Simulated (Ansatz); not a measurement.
Born–Oppenheimer molecular dynamics of a periodic cell of 16 atoms, V (start crystal V, start structure bcc, volume 1 times the crystal's). It goes on from the last frame of an earlier run, with new velocities.

Method: Ansatz, DFT PBEsol, scalar-relativistic, plane waves, PAW. Settings: cutoff 420 eV, k mesh 2x2x2, fermi-dirac smearing 0.17 eV, no spin polarisation.

```json
{
 "ensemble": "NVE (velocity Verlet)",
 "time step": "18 fs",
 "steps asked": "200",
 "starting velocities drawn for": "1200 K",
 "seed": "69648"
}
```

Frames 180 fs apart, positions in Å.

Velocities at 1080.0 fs (Å/ps):

```
V -5.19 1.45 4.73
V -0.88 -0.04 2.85
V 4.68 6.72 -6.54
V 2.16 -4.07 0.30
V 1.18 -7.11 3.28
V -0.47 1.31 -3.93
V -1.79 3.54 4.24
V 4.51 0.87 -4.33
V -3.29 1.89 2.27
V -3.76 -7.56 3.95
V -3.02 -0.93 4.71
V 2.71 3.34 1.10
V -3.28 -2.44 -1.07
V 0.92 2.81 -2.38
V -0.65 -3.73 -6.54
V 6.15 3.94 -2.63
```

```xyz
16
Lattice="6.0400 0.0000 0.0000 0.0000 6.0400 0.0000 0.0000 0.0000 6.0400" Properties=species:S:1:pos:R:3 time_fs=1080.0 energy_less_start_eV=0.721 T=889
V -0.078 0.262 0.347
V 2.814 0.037 -0.046
V 0.014 3.129 0.502
V -0.114 -0.084 3.398
V 1.559 1.739 1.956
V 3.079 2.901 0.634
V 2.965 -0.100 3.384
V 4.551 1.423 1.539
V 0.072 2.985 3.304
V 1.526 4.442 1.939
V 1.428 1.449 5.077
V 3.073 3.011 3.292
V 4.479 4.536 2.145
V 4.374 1.642 4.786
V 1.413 4.486 4.672
V 4.644 4.500 4.898
16
Lattice="6.0400 0.0000 0.0000 0.0000 6.0400 0.0000 0.0000 0.0000 6.0400" Properties=species:S:1:pos:R:3 time_fs=1260.0 energy_less_start_eV=0.157 T=1120
V -0.150 0.179 0.305
V 2.930 -0.095 -0.035
V 0.079 3.192 0.428
V 0.035 -0.070 3.297
V 1.521 1.569 1.855
V 3.092 2.990 0.512
V 2.930 -0.002 3.288
V 4.591 1.221 1.700
V -0.076 2.985 3.587
V 1.460 4.843 1.819
V 1.372 1.625 4.933
V 3.040 3.124 3.505
V 4.505 4.624 2.028
V 4.371 1.454 4.752
V 1.414 4.429 4.745
V 4.685 4.290 5.109
16
Lattice="6.0400 0.0000 0.0000 0.0000 6.0400 0.0000 0.0000 0.0000 6.0400" Properties=species:S:1:pos:R:3 time_fs=1440.0 energy_less_start_eV=-0.994 T=1639
V -0.157 -0.031 0.260
V 3.065 -0.140 0.226
V 0.033 3.024 0.423
V 0.080 0.094 3.317
V 1.516 1.545 1.782
V 3.040 3.019 0.450
V 3.011 0.007 3.330
V 4.472 1.433 2.050
V -0.151 2.871 3.360
V 1.583 4.863 1.775
V 1.516 1.698 4.801
V 2.943 3.051 3.370
V 4.585 4.585 1.827
V 4.328 1.403 4.786
V 1.523 4.555 5.014
V 4.411 4.383 5.055
16
Lattice="6.0400 0.0000 0.0000 0.0000 6.0400 0.0000 0.0000 0.0000 6.0400" Properties=species:S:1:pos:R:3 time_fs=1620.0 energy_less_start_eV=-0.211 T=1303
V 0.023 -0.035 0.199
V 3.071 0.177 0.532
V -0.065 2.925 0.381
V 0.028 0.059 3.614
V 1.437 1.576 1.668
V 2.930 2.981 0.430
V 3.062 0.040 3.480
V 4.383 1.653 2.046
V -0.021 3.138 3.169
V 1.474 4.451 1.857
V 1.509 1.541 4.823
V 2.793 3.132 3.277
V 4.680 4.332 1.829
V 4.454 1.357 4.954
V 1.611 4.559 4.987
V 4.430 4.471 4.582
16
Lattice="6.0400 0.0000 0.0000 0.0000 6.0400 0.0000 0.0000 0.0000 6.0400" Properties=species:S:1:pos:R:3 time_fs=1800.0 energy_less_start_eV=0.783 T=856
V 0.123 -0.178 0.205
V 3.216 0.114 0.712
V -0.230 2.827 0.243
V -0.021 -0.087 3.447
V 1.321 1.310 1.767
V 2.942 2.988 0.092
V 3.045 -0.004 3.347
V 4.476 1.563 1.980
V 0.033 3.212 3.455
V 1.473 4.561 1.907
V 1.488 1.486 4.873
V 2.782 3.073 3.335
V 4.608 4.682 1.759
V 4.588 1.601 5.117
V 1.555 4.606 5.053
V 4.400 4.603 4.536
16
Lattice="6.0400 0.0000 0.0000 0.0000 6.0400 0.0000 0.0000 0.0000 6.0400" Properties=species:S:1:pos:R:3 time_fs=1980.0 energy_less_start_eV=0.037 T=1189
V 0.069 -0.164 0.438
V 3.107 -0.005 0.622
V -0.242 2.984 0.354
V -0.072 0.137 3.254
V 1.401 1.303 1.969
V 2.938 3.060 0.144
V 3.029 0.211 3.436
V 4.565 1.548 1.915
V 0.019 3.096 3.502
V 1.390 4.304 1.726
V 1.602 1.318 4.830
V 2.928 2.969 3.242
V 4.418 4.606 1.699
V 4.558 1.808 4.891
V 1.696 4.574 5.072
V 4.394 4.610 4.735
16
Lattice="6.0400 0.0000 0.0000 0.0000 6.0400 0.0000 0.0000 0.0000 6.0400" Properties=species:S:1:pos:R:3 time_fs=2160.0 energy_less_start_eV=-0.541 T=1462
V -0.071 0.002 0.401
V 3.038 -0.114 0.235
V 0.007 3.108 0.338
V 0.014 0.121 3.279
V 1.468 1.593 1.935
V 2.886 2.898 0.425
V 3.048 0.105 3.433
V 4.624 1.690 1.718
V 0.023 3.101 3.498
V 1.321 4.199 1.869
V 1.513 1.228 4.907
V 3.045 2.983 3.206
V 4.248 4.445 1.940
V 4.570 1.622 4.832
V 1.547 4.635 4.849
V 4.517 4.743 4.962
16
Lattice="6.0400 0.0000 0.0000 0.0000 6.0400 0.0000 0.0000 0.0000 6.0400" Properties=species:S:1:pos:R:3 time_fs=2340.0 energy_less_start_eV=0.446 T=1011
V -0.255 0.110 0.478
V 2.848 -0.099 0.147
V 0.187 3.144 0.252
V -0.017 -0.131 3.309
V 1.616 1.467 1.733
V 3.010 2.805 0.383
V 3.026 -0.088 3.129
V 4.601 1.536 1.675
V -0.159 3.125 3.599
V 1.422 4.668 1.967
V 1.498 1.487 4.960
V 3.082 3.148 3.576
V 4.359 4.539 2.078
V 4.611 1.467 4.824
V 1.379 4.528 4.633
V 4.590 4.653 5.085
16
Lattice="6.0400 0.0000 0.0000 0.0000 6.0400 0.0000 0.0000 0.0000 6.0400" Properties=species:S:1:pos:R:3 time_fs=2520.0 energy_less_start_eV=0.644 T=904
V -0.072 0.179 0.522
V 2.804 0.006 0.119
V 0.192 3.290 0.433
V -0.026 0.072 3.318
V 1.541 1.610 1.816
V 3.074 3.003 0.429
V 3.010 -0.013 3.031
V 4.450 1.570 1.825
V -0.167 2.863 3.336
V 1.550 4.745 1.828
V 1.529 1.596 4.814
V 3.201 3.007 3.782
V 4.439 4.356 1.873
V 4.502 1.299 4.770
V 1.350 4.388 4.720
V 4.423 4.387 5.209
16
Lattice="6.0400 0.0000 0.0000 0.0000 6.0400 0.0000 0.0000 0.0000 6.0400" Properties=species:S:1:pos:R:3 time_fs=2700.0 energy_less_start_eV=-0.364 T=1368
V 0.026 -0.011 0.252
V 2.872 -0.005 0.189
V -0.003 3.074 0.440
V -0.128 0.036 3.487
V 1.559 1.865 2.000
V 3.002 3.128 0.357
V 2.896 -0.100 3.226
V 4.477 1.587 1.845
V -0.043 2.884 3.129
V 1.603 4.609 1.889
V 1.504 1.660 4.788
V 3.087 2.929 3.601
V 4.561 4.410 1.762
V 4.522 1.268 4.923
V 1.347 4.500 4.881
V 4.516 4.526 5.059
16
Lattice="6.0400 0.0000 0.0000 0.0000 6.0400 0.0000 0.0000 0.0000 6.0400" Properties=species:S:1:pos:R:3 time_fs=2880.0 energy_less_start_eV=-0.790 T=1570
V 0.132 0.018 0.329
V 2.973 0.160 0.533
V -0.144 2.809 0.289
V -0.013 -0.057 3.523
V 1.535 1.567 1.883
V 3.040 3.159 0.314
V 2.996 -0.105 3.472
V 4.450 1.297 1.822
V 0.006 3.138 3.229
V 1.538 4.629 1.779
V 1.437 1.582 4.871
V 3.064 3.079 3.454
V 4.535 4.707 1.755
V 4.311 1.335 5.043
V 1.400 4.559 4.885
V 4.538 4.482 4.646
16
Lattice="6.0400 0.0000 0.0000 0.0000 6.0400 0.0000 0.0000 0.0000 6.0400" Properties=species:S:1:pos:R:3 time_fs=3060.0 energy_less_start_eV=-0.091 T=1248
V 0.081 -0.128 0.293
V 2.973 0.109 0.544
V -0.227 2.752 0.278
V 0.054 -0.025 3.343
V 1.476 1.384 1.922
V 2.947 3.138 0.248
V 2.954 0.195 3.631
V 4.493 1.365 1.962
V -0.011 3.147 3.461
V 1.489 4.408 1.689
V 1.417 1.567 4.947
V 3.122 3.143 3.061
V 4.598 4.623 1.767
V 4.314 1.695 4.973
V 1.607 4.565 5.063
V 4.512 4.422 4.647
```

Of the whole run (3600 fs, mean temperature of the second half 1218 K): The conserved energy wandered by up to 9.9 meV per atom (net -8.0 meV per atom), which is poor conservation. A run of 3.6 ps of so small a system gives no equilibrium averages. Limits of this set-up: coarse k mesh, magnetic elements without spin.

Time of the run: 13 min on 2 threads of Intel(R) Xeon(R) 6975P-C (Granite Rapids), with other jobs on the host, peak memory 0.95 GiB.
